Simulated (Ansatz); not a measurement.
# AlBF2H2O: small, medium and large basis sets

Aim: see how fast density functionals converge with the basis set for AlBF2H2O.

Method: one geometry, several basis sets; program: Ansatz 0.2.0, Gaussian basis.

The runs, in order: PBE0-D4/def2-SVP; ωB97M-V/def2-SVP; PBE0-D4/def2-QZVPP; ωB97M-V/def2-QZVPP; the functionals' def2-TZVPP values are taken from earlier runs.

## (1) Structure used throughout

The geometry comes from an earlier relaxation with PBE0-D4 in a triple-zeta def2 set; it is a stationary point, not always the lowest conformer.

7 atoms, charge 0, spin multiplicity 1.

Atoms are counted from 1 here; the program's logs count them from 0.

Bond lengths: O1–B2 1.351 Å, O1–H6 0.961 Å, B2–F3 1.331 Å, B2–Al4 2.153 Å, Al4–F5 1.661 Å, Al4–H7 1.580 Å. Angles: B2–O1–H6 113.4°, O1–B2–F3 115.5°, O1–B2–Al4 122.4°, F3–B2–Al4 122.1°, B2–Al4–F5 111.0°, B2–Al4–H7 132.2°, F5–Al4–H7 116.8°.

## (2) PBE0-D4 in def2-SVP

File in.yaml:

```yaml
crystal:
  periodic: [false, false, false]
  atoms:
    - {symbol: O, position_ang: [0.462323, -0.166470, 1.769031]}
    - {symbol: B, position_ang: [0.511791, -0.675564, 0.519094]}
    - {symbol: F, position_ang: [1.170834, -1.824803, 0.394489]}
    - {symbol: Al, position_ang: [-0.411452, 0.301592, -1.162145]}
    - {symbol: F, position_ang: [-1.152669, 1.713102, -0.697832]}
    - {symbol: H, position_ang: [-0.019895, 0.662342, 1.825023]}
    - {symbol: H, position_ang: [-0.499632, -0.078199, -2.693261]}
basis:
  gaussian: {orbitals: def2-SVP}
hamiltonian: {xc: pbe0, dispersion: d4}
output: {orbitals: {seedname: orbitals}}
```

On the command line:

```bash
ansatz run in.yaml --threads 2 --pin off --events-out ev --progress --plain --max-ram 4352MiB
```

Further steps of the session: ωB97M-V in def2-SVP; PBE0-D4 in def2-QZVPP; ωB97M-V in def2-QZVPP.

**Question.** What will the summary of the whole plan be? Wanted: PBE0-D4: double and triple zeta above quadruple; ωB97M-V: double and triple zeta above quadruple.

As calculated:

```
                                       quantity           value
PBE0-D4: double and triple zeta above quadruple  13.08, 0.67 eV
ωB97M-V: double and triple zeta above quadruple  13.23, 0.64 eV
```

In words: For PBE0-D4 the step from double to triple zeta gains 12.41 eV and the next only 0.67 eV. These are total energies; as a rule much of such shifts cancels in differences, which this series doesn't test.
